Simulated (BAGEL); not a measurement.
**doublet C2HNSe+, run twice**

Aim: the energy of doublet C2HNSe+ at ROHF/6-31G* (density fitting with qzvpp-jkfit, spherical functions).

The results are computed with BAGEL 1.2.2.

8 further runs of the same task are left out: 6 that didn't finish, 2 set aside as unsound or not needed.

## 1. The molecule

The species is C2HNSe+ (5 atoms), meant as a doublet with charge +1. As SMILES of the parent species, `N#CC=[Se]`. The shape comes from GFN2-xTB, which is rough for such elements, and wasn't checked as a minimum. That shape belongs to the parent species and isn't relaxed for this state.

Bond lengths: N1–C2 1.150 Å, C2–C3 1.394 Å, C3–Se4 1.763 Å, C3–H5 1.087 Å. Angles: N1–C2–C3 179.6°, C2–C3–Se4 123.4°, C2–C3–H5 115.6°, Se4–C3–H5 121.0°.

## 2. The input as first written

The input, calc.json:

```json
{ "bagel": [

{
  "title": "molecule",
  "basis": "6-31gs.json",
  "df_basis": "qzvpp-jkfit",
  "angstrom": true,
  "geometry": [
    { "atom": "N", "xyz": [    0.670500,   -1.452100,    1.276710 ] },
    { "atom": "C", "xyz": [    0.343430,   -0.606420,    0.570140 ] },
    { "atom": "C", "xyz": [   -0.061960,    0.417080,   -0.285390 ] },
    { "atom": "Se", "xyz": [   -1.569470,    0.379790,   -1.199460 ] },
    { "atom": "H", "xyz": [    0.617500,    1.261650,   -0.362010 ] }
  ]
},
{
  "title": "uhf",
  "charge": 1,
  "nopen": 1
},
{
  "title": "print",
  "file": "orbitals.molden",
  "orbitals": true
}

]}
```

The basis set 6-31G* is read from a file made from the Basis Set Exchange's data (not shown).

Started as:

```
$ BAGEL_NUM_THREADS=1 BAGEL calc.json > calc.out
```

Standard output:

```text
* using 1 threads per process

  ===============================================================
  ===============================================================

  *** Geometry ***

  { "atom" : "N", "xyz" : [      1.267061,     -2.744071,      2.412632 ] },
  { "atom" : "C", "xyz" : [      0.648989,     -1.145968,      1.077408 ] },
  { "atom" : "C", "xyz" : [     -0.117087,      0.788167,     -0.539309 ] },
  { "atom" : "Se", "xyz" : [     -2.965868,      0.717699,     -2.266651 ] },
  { "atom" : "H", "xyz" : [      1.166906,      2.384173,     -0.684100 ] },

  Number of auxiliary basis functions:      511

  Since a DF basis is specified, we compute 2- and 3-index integrals:
    o Being stored without compression. Storage requirement is 0.024 GB

  Number of basis functions:       76
  Number of electrons      :       54

    * METHOD: MOLECULE                             0.29

  *** Open-shell HF ***

  === Nuclear Repulsion ===
   187.5564753707

      * DIIS with orbital gradients will be used.

  === UHF iteration (6-31gs.json) ===
      0      -2529.69173265          0.04513496           0.16
      1      -2529.74028343          0.04731834           0.15
      2      -2529.73380039          0.04845265           0.15
      3      -2529.93451362          0.00253690           0.15
      4      -2529.93651346          0.00106351           0.15
      5      -2529.93721633          0.00039965           0.15
      6      -2529.93777222          0.00020096           0.15
      7      -2529.93842430          0.00013826           0.15
      8      -2529.93911711          0.00012219           0.15
      9      -2529.93950739          0.00012939           0.15
     10      -2529.93953517          0.00012762           0.14
     11      -2529.93956978          0.00012969           0.15
     12      -2529.93885842          0.00013562           0.15
     13      -2529.93971678          0.00015388           0.15
     14      -2529.93601875          0.00044300           0.15
     15      -2529.93720862          0.00026358           0.15
[... 76 lines of this table left out ...]
     92      -2529.93601100          0.00001422           0.15
     93      -2529.93604018          0.00001480           0.15
     94      -2529.93587975          0.00001247           0.15
     95      -2529.93582001          0.00001371           0.14
     96      -2529.93599852          0.00001332           0.15
     97      -2529.93603815          0.00001383           0.15
     98      -2529.93599676          0.00001489           0.15
     99      -2529.93607867          0.00001626           0.15
    * Max iteration reached in SCF.

    * S^2 (UHF) is 0.7603

    * Permanent dipole moment:
           (   -0.050065,    -1.080076,     0.608568) a.u.

    * METHOD: UHF                                 15.30

    * METHOD: PRINT                                0.01

  ===============================================================
```

Wall time 16 s (1 thread of Arm Neoverse V1, shared host); peak memory 0.12 GiB.

## 3. What went wrong

The iterations ended before the threshold was met.

Among its listed settings the sound run differs in this, and the input shows the rest: reference ROHF in place of UHF. The next try takes another reference, ROHF in place of UHF: a different method, not a cure for the first.

## 4. Try two

calc.json, as its differences from that of step 2:

```diff
@@ -6,3 +6,3 @@
   "df_basis": "qzvpp-jkfit",
-  "angstrom": true,
+  "angstrom": "true",
   "geometry": [
@@ -16,3 +16,3 @@
 {
-  "title": "uhf",
+  "title": "rohf",
   "charge": 1,
@@ -23,3 +23,3 @@
   "file": "orbitals.molden",
-  "orbitals": true
+  "orbitals": "true"
 }
```

The basis set 6-31G* is read from a file made from the Basis Set Exchange's data (not shown).

Started as:

```
$ BAGEL_NUM_THREADS=1 BAGEL calc.json > calc.out
```

Standard output:

```text
* using 1 threads per process

  ===============================================================
  ===============================================================

  *** Geometry ***

  { "atom" : "N", "xyz" : [      1.267061,     -2.744071,      2.412632 ] },
  { "atom" : "C", "xyz" : [      0.648989,     -1.145968,      1.077408 ] },
  { "atom" : "C", "xyz" : [     -0.117087,      0.788167,     -0.539309 ] },
  { "atom" : "Se", "xyz" : [     -2.965868,      0.717699,     -2.266651 ] },
  { "atom" : "H", "xyz" : [      1.166906,      2.384173,     -0.684100 ] },

  Number of auxiliary basis functions:      511

  Since a DF basis is specified, we compute 2- and 3-index integrals:
    o Being stored without compression. Storage requirement is 0.024 GB

  Number of basis functions:       76
  Number of electrons      :       54

    * METHOD: MOLECULE                             0.28

  *** Open-shell HF ***

  === Nuclear Repulsion ===
   187.5564753707

      * DIIS with orbital gradients will be used.

  === ROHF iteration (6-31gs.json) ===
      0      -2529.69173265          0.04513496           0.15
      1      -2529.73647391          0.04732548           0.14
      2      -2529.72913307          0.04847769           0.15
      3      -2529.92978013          0.00254650           0.15
      4      -2529.93127759          0.00108781           0.15
      5      -2529.93156507          0.00042469           0.16
      6      -2529.93163888          0.00024175           0.15
      7      -2529.93166849          0.00014018           0.15
      8      -2529.93168152          0.00005504           0.15
      9      -2529.93168340          0.00003589           0.16
     10      -2529.93168366          0.00001671           0.15
     11      -2529.93168386          0.00000566           0.15
     12      -2529.93168384          0.00000251           0.15
     13      -2529.93168384          0.00000095           0.15
     14      -2529.93168383          0.00000037           0.15
     15      -2529.93168384          0.00000016           0.15
     16      -2529.93168383          0.00000010           0.15
     17      -2529.93168383          0.00000008           0.15
     18      -2529.93168383          0.00000004           0.15
     19      -2529.93168383          0.00000002           0.15
     20      -2529.93168383          0.00000001           0.15
     21      -2529.93168383          0.00000001           0.15
    * SCF iteration converged.

    * S^2 (ROHF) is 0.7500

    * Permanent dipole moment:
           (   -0.054926,    -1.078706,     0.604735) a.u.

    * METHOD: ROHF                                 3.56

    * METHOD: PRINT                                0.01

  ===============================================================
```

It took 4.2 s on 1 thread of Arm Neoverse V1, shared host; peak memory 0.12 GiB.

## 5. Results

At ROHF/6-31G* (density fitting with qzvpp-jkfit, spherical functions):

| quantity | value |
| --- | --- |
| total energy | -2529.93168 Eh |
| ⟨S²⟩ | 0.750 |
